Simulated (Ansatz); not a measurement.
# B2W2S: the cost of one run

All numbers below are computed with Ansatz 0.2.0 (DFT, PBEsol, no spin polarisation, plane waves, PAW).

## 1. Geometry

The structure is tetragonal, space group P4/mbm (No. 127). The conventional cell has a = 5.981 Å, b = 5.981 Å, c = 3.267 Å, α = 90.00°, β = 90.00°, γ = 90.00°. S (site symmetry 4/m) is surrounded by 4 B at 2.42 Å and 8 W at 2.74 Å. B (site symmetry m2m) is surrounded by 1 B at 1.86 Å and 6 W at 2.41 to 2.42 Å. Around W (site symmetry m2m) lie 6 B at 2.41 to 2.42 Å and 4 S at 2.74 Å.

The coordinates stand in the input below.

It starts from an earlier solution of the starting cell (checkpoint.read).

## 2. The walk to rest

input.yaml

```yaml
crystal:
  lattice:
    - [5.981153, 0.0, 0.0]
    - [0.0, 5.981153, 0.0]
    - [0.0, 0.0, 3.266582]
  atoms:
    - { symbol: S, position: [0.0, 0.0, 0.0] }
    - { symbol: S, position: [0.5, 0.5, 0.0] }
    - { symbol: B, position: [0.39, 0.89, 0.0] }
    - { symbol: B, position: [0.11, 0.39, 0.0] }
    - { symbol: B, position: [0.61, 0.11, 0.0] }
    - { symbol: B, position: [0.89, 0.61, 0.0] }
    - { symbol: W, position: [0.18, 0.68, 0.5] }
    - { symbol: W, position: [0.32, 0.18, 0.5] }
    - { symbol: W, position: [0.82, 0.32, 0.5] }
    - { symbol: W, position: [0.68, 0.82, 0.5] }
  symmetry: { tolerance: 0.0003 }
kpoints:
  mp_grid: { grid: [5, 5, 8], shift: [0, 0, 0] }
magnetization:
  spin_polarized: false
scf:
  occupations: { method: fermi_dirac }
  lower_state_search: "off"
hamiltonian:
  pseudopotentials: { kind: paw }
  xc: pbesol
basis:
  ecutwfc: 420
  fft_grid_basis: typed
relax:
  max_steps: 60
output:
  forces: true
  stress: true
  eigenvalues: true
  bader: true
  populations: true
  elf: true
  write_potential: true
  volumetric_format: npy
  dos:
    e_range: [-12, 8]
    de: 0.05
    projected: { site_lists: { B: [B], S: [S], W: [W] } }
checkpoint:
  read: saved_state
```

Started as:

```
ansatz run input.yaml --threads 2 --pin off --max-ram 2560MiB --backend cpu --events-out ev --progress --plain --runs-dir out
```

Q: Estimate wall time and peak memory on 2 threads of Arm Neoverse N1, shared host.

About 2.7 min, with a peak of 0.54 GiB.
